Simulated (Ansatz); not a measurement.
# MoS2: the cost of one run

Computed with Ansatz 0.2.0 (DFT LDA+D3(BJ), scalar-relativistic, plane waves, PAW, unless a step's input says otherwise).

72 further runs of the same task are left out: 1 that didn't finish, 71 set aside as unsound or not needed.

## 1. The structure to begin with

It takes space group P6_3/mmc (No. 194, hexagonal). Conventional cell: a = 3.085 Å, b = 3.085 Å, c = 11.487 Å, α = 90.00°, β = 90.00°, γ = 120.00°. Mo (site symmetry -6m2) is surrounded by 6 S at 2.37 Å. S (site symmetry 3m) is surrounded by 3 Mo at 2.37 Å.

Structure file:

```cif
data_structure
_symmetry_space_group_name_H-M 'P6_3/mmc'
_symmetry_Int_Tables_number 194
_cell_length_a 3.0849
_cell_length_b 3.0849
_cell_length_c 11.4874
_cell_angle_alpha 90.000
_cell_angle_beta 90.000
_cell_angle_gamma 120.000
_cell_volume 94.67
loop_
_atom_site_label
_atom_site_type_symbol
_atom_site_symmetry_multiplicity
_atom_site_Wyckoff_symbol
_atom_site_fract_x
_atom_site_fract_y
_atom_site_fract_z
_atom_site_occupancy
Mo1 Mo 2 d 0.66667 0.33333 0.25000 1
S1 S 4 f 0.33333 0.66667 0.38561 1
```

It goes back to an entry of the Materials Project, which need not be the stable form.

It is the result of an earlier relaxation at this level (volume 15.78 Å³/atom; gap on the mesh: 0.42 eV).

## 2. Plan of the line

The energy is mapped over the lattice constants a and c of the conventional cell.

- lattice constant a (and b): 11 values from 2.931 to 3.239 Å
- lattice constant c: 11 values from 10.454 to 12.521 Å

Nothing else is relaxed (fractional coordinates fixed). Energies count from the relaxed crystal. Points are written as (first, second).

## 3. Grid point (2.931 Å, 11.901 Å)

input.yaml

```yaml
crystal:
  lattice:
    - [2.9306, 0.0, 0.0]
    - [-1.4653, 2.5379740483, 0.0]
    - [0.0, 0.0, 11.901]
  atoms:
    - { symbol: Mo, position: [0.6666666667, 0.3333333333, 0.2499200407] }
    - { symbol: Mo, position: [0.3333333333, 0.6666666667, 0.7500799593] }
    - { symbol: S, position: [0.3333333333, 0.6666666667, 0.3856050829] }
    - { symbol: S, position: [0.6666666667, 0.3333333333, 0.8857676408] }
    - { symbol: S, position: [0.3333333333, 0.6666666667, 0.1142323592] }
    - { symbol: S, position: [0.6666666667, 0.3333333333, 0.6143949171] }
basis:
  ecutwfc: 420
kpoints:
  mp_grid: { grid: [12, 12, 4] }
hamiltonian:
  xc: lda
  pseudopotentials: { kind: paw, azcp: { folder: soft_1 } }
  dispersion: d3bj
scf:
  occupations: { method: gaussian, width: 0.05 }
output:
  forces: true
  stress: true
  eigenvalues: true
```

On the command line:

```console
ansatz run input.yaml --threads 4 --pin off --max-ram 8192MiB --backend cpu --events-out ev --progress --plain --runs-dir out
```

What time and memory should one allow on 4 threads of Arm Neoverse N1, shared host?

About 6.8 s, with a peak of 0.45 GiB.
